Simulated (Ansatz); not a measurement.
# NbH2: the cost of one run

Method: DFT PBEsol, scalar-relativistic, plane waves, PAW, in Ansatz 0.2.0.

16 further runs of the same task are left out: 16 set aside as unsound or not needed.

## (1) Starting point

It takes space group Fm-3m (No. 225, cubic). Conventional cell: a = 4.517 Å, b = 4.517 Å, c = 4.517 Å, α = 90.00°, β = 90.00°, γ = 90.00°. Nb (site symmetry m-3m) is surrounded by 8 H at 1.96 Å. H (site symmetry -43m) has 4 Nb at 1.96 Å as nearest neighbours.

Structure file:

```cif
data_structure
_symmetry_space_group_name_H-M 'Fm-3m'
_symmetry_Int_Tables_number 225
_cell_length_a 4.5175
_cell_length_b 4.5175
_cell_length_c 4.5175
_cell_angle_alpha 90.000
_cell_angle_beta 90.000
_cell_angle_gamma 90.000
_cell_volume 92.19
loop_
_atom_site_label
_atom_site_type_symbol
_atom_site_symmetry_multiplicity
_atom_site_Wyckoff_symbol
_atom_site_fract_x
_atom_site_fract_y
_atom_site_fract_z
_atom_site_occupancy
Nb1 Nb 4 a 0.00000 0.00000 0.00000 1
H1 H 8 c 0.25000 0.75000 0.75000 1
```

This cell was relaxed beforehand with the same method: volume 7.68 Å³/atom, gap on the mesh none (metal).

## (4) The grid

The energy is mapped over volume and the cell's shape.

- volume per atom: 7 values from 7.068 to 8.297 Å³
- length along [111] over the lengths across it, relative to the cubic cell: 7 values from 0.834 to 1.200

Nothing else is relaxed (fractional coordinates fixed). Energies count from the relaxed crystal. Points are written as (first, second).

(The set-up runs are not shown.)

## (5) Point (7.068 Å³, 0.834)

Input file input.yaml:

```yaml
crystal:
  lattice:
    - [-0.2589437467, 2.075284739, 2.075284739]
    - [2.075284739, -0.2589437467, 2.075284739]
    - [2.075284739, 2.075284739, -0.2589437467]
  atoms:
    - { symbol: Nb, position: [0.0, 0.0, 0.0] }
    - { symbol: H, position: [0.25, 0.25, 0.25] }
    - { symbol: H, position: [0.75, 0.75, 0.75] }
basis:
  ecutwfc: 520.0
kpoints:
  mp_grid: { grid: [16, 16, 16] }
hamiltonian:
  xc: pbesol
  pseudopotentials: { kind: paw }
scf:
  occupations: { method: gaussian, width: 0.15 }
output:
  forces: true
  stress: true
  eigenvalues: true
```

Run with:

```bash
ansatz run input.yaml --threads 1 --pin off --max-ram 2048MiB --backend cpu --events-out ev --progress --plain --runs-dir out
```

Q: Estimate wall time and peak memory on 1 thread of Arm Neoverse N1, shared host.

About 11 s, with a peak of 0.4 GiB.
